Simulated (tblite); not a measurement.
# C4H12B2N2S: the cost of one run

Programs: tblite 0.8.0 and PySCF 2.14.0, with density-fitted response routines of our own. Each step states its level of theory. These are calculated values for one molecule in the gas phase, unless marked as measured. Atoms count from 0, in the outputs and in this text.

### Step 1. Starting geometry

21 atoms, charge 0, multiplicity 1; geometry from: force field or distance geometry start.

Bonds of the start (Å): C0–S1 1.82, S1–B2 1.88, B2–B3 1.69, B3–N4 1.54, B3–N5 1.52, N5–C6 1.43, C6–C7 1.49, C7–C8 1.51, C8–C6 1.51, C0–H9 1.11, C0–H10 1.10, C0–H11 1.12, B2–H12 1.18, N4–H13 1.02, N4–H14 1.05, N5–H15 1.03, C6–H16 1.12, C7–H17 1.13, C7–H18 1.11, C8–H19 1.09, C8–H20 1.12.

### Step 2. Relaxing the molecule with GFN2-xTB

Job settings and geometry (Å):

```
{"job": {"kind": "relax", "xc": "GFN2-xTB", "basis": "xTB"}, "charge": 0, "multiplicity": 1}
C      3.958000     0.830000    -0.760700
S      3.057900     0.898000     0.816700
B      1.817600    -0.505300     0.955800
B      0.313300    -0.455300     0.193600
N     -0.517000    -1.750800     0.058800
N     -0.481200     0.816300     0.422300
C     -1.799900     0.442600     0.814700
C     -2.677700    -0.385100    -0.055700
C     -3.012900     1.066300     0.175500
H      3.251800     0.333700    -1.462800
H      4.876500     0.234600    -0.687500
H      4.132800     1.873100    -1.118900
H      2.206100    -1.575100     1.251700
H     -0.489500    -2.235700     0.960800
H     -0.001300    -2.347500    -0.631200
H     -0.438400     1.440000    -0.399800
H     -1.863100     0.147300     1.898300
H     -2.313400    -0.683200    -1.084200
H     -3.329000    -1.172000     0.385700
H     -2.914600     1.683900    -0.722400
H     -3.784900     1.360900     0.929600
```

On the command line:

```bash
$ OMP_NUM_THREADS=1 python probes_run.py task.json out
```

One launch serves the whole session: the jobs run in the order shown.

**Question.** How long does this first job take on 1 thread of Arm Neoverse N1, shared host?

About 2.6 s.
